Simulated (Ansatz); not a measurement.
**GaH8NO2Si2: small, medium and large basis sets**

An exercise on one series of results from a longer session: the logs are not shown, and one member is left open.

The runs use Ansatz 0.2.0, Gaussian basis; one geometry, several basis sets.

The runs, in order: PBE0-D4/def2-SVP; ωB97M-V/def2-SVP; PBE0-D4/def2-QZVPP; ωB97M-V/def2-QZVPP; the functionals' def2-TZVPP values are taken from earlier runs.

### Structure used throughout

An earlier PBE0-D4 in a triple-zeta def2 set relaxation fixed the geometry.

SMILES `[NH2][Ga]([O][SiH3])[O][SiH3]`, 14 atoms, charge 0, spin multiplicity 1.

Atoms are counted from 1 here; the program's logs count them from 0.

Bond lengths: N1–Ga2 1.794 Å, N1–H7 1.005 Å, N1–H8 1.005 Å, Ga2–O3 1.771 Å, Ga2–O5 1.771 Å, O3–Si4 1.631 Å, Si4–H9 1.488 Å, Si4–H10 1.491 Å, Si4–H11 1.486 Å, O5–Si6 1.631 Å, Si6–H12 1.486 Å, Si6–H13 1.488 Å, Si6–H14 1.491 Å. Angles: Ga2–N1–H7 121.3°, Ga2–N1–H8 121.3°, H7–N1–H8 112.6°, N1–Ga2–O3 120.4°, N1–Ga2–O5 120.4°, O3–Ga2–O5 119.1°, Ga2–O3–Si4 139.5°, O3–Si4–H9 110.8°, O3–Si4–H10 111.2°, O3–Si4–H11 108.8°, H9–Si4–H10 108.3°, H9–Si4–H11 109.0°, H10–Si4–H11 108.7°, Ga2–O5–Si6 139.5°, O5–Si6–H12 108.8°, O5–Si6–H13 110.8°, O5–Si6–H14 111.2°, H12–Si6–H13 108.9° and more.

The first run:

The input, in.yaml:

```yaml
crystal:
  periodic: [false, false, false]
  atoms:
    - {symbol: N, position_ang: [-0.860220, -2.087397, 2.067782]}
    - {symbol: Ga, position_ang: [-0.324743, -0.865355, 0.868460]}
    - {symbol: O, position_ang: [0.266888, -1.369764, -0.722889]}
    - {symbol: Si, position_ang: [0.859395, -0.709736, -2.091756]}
    - {symbol: O, position_ang: [-0.459402, 0.863546, 1.228187]}
    - {symbol: Si, position_ang: [-0.280053, 2.303473, 0.483276]}
    - {symbol: H, position_ang: [-0.631007, -3.060158, 1.959628]}
    - {symbol: H, position_ang: [-1.038324, -1.836070, 3.024660]}
    - {symbol: H, position_ang: [-0.242971, -0.326001, -3.014666]}
    - {symbol: H, position_ang: [1.667785, 0.507622, -1.797069]}
    - {symbol: H, position_ang: [1.728901, -1.707953, -2.767203]}
    - {symbol: H, position_ang: [-1.137358, 3.306393, 1.167186]}
    - {symbol: H, position_ang: [1.135839, 2.757730, 0.543558]}
    - {symbol: H, position_ang: [-0.684729, 2.223680, -0.949153]}
basis:
  gaussian: {orbitals: def2-SVP}
hamiltonian: {xc: pbe0, dispersion: d4}
output: {orbitals: {seedname: orbitals}}
```

On the command line:

```console
$ ansatz run in.yaml --threads 8 --pin off --events-out ev --progress --plain --max-ram 18278MiB
```

Among the steps run: PBE0-D4 in def2-SVP; ωB97M-V in def2-SVP; PBE0-D4 in def2-QZVPP; ωB97M-V in def2-QZVPP.

One of the session's tables, all rows but one given; the rest of the session is left out.

It belongs to the step «Functionals by basis». 

```
functional       basis  HOMO (eV)
   PBE0-D4    def2-SVP      -7.66
   PBE0-D4  def2-TZVPP      -7.86
   PBE0-D4  def2-QZVPP      -7.90
   ωB97M-V    def2-SVP     -10.03
   ωB97M-V  def2-TZVPP     -10.25
   ωB97M-V  def2-QZVPP          ?
```

Estimate the missing values for ωB97M-V, def2-QZVPP.

The run gave: HOMO (eV): -10.30. In the column «HOMO (eV)» it is the lowest.
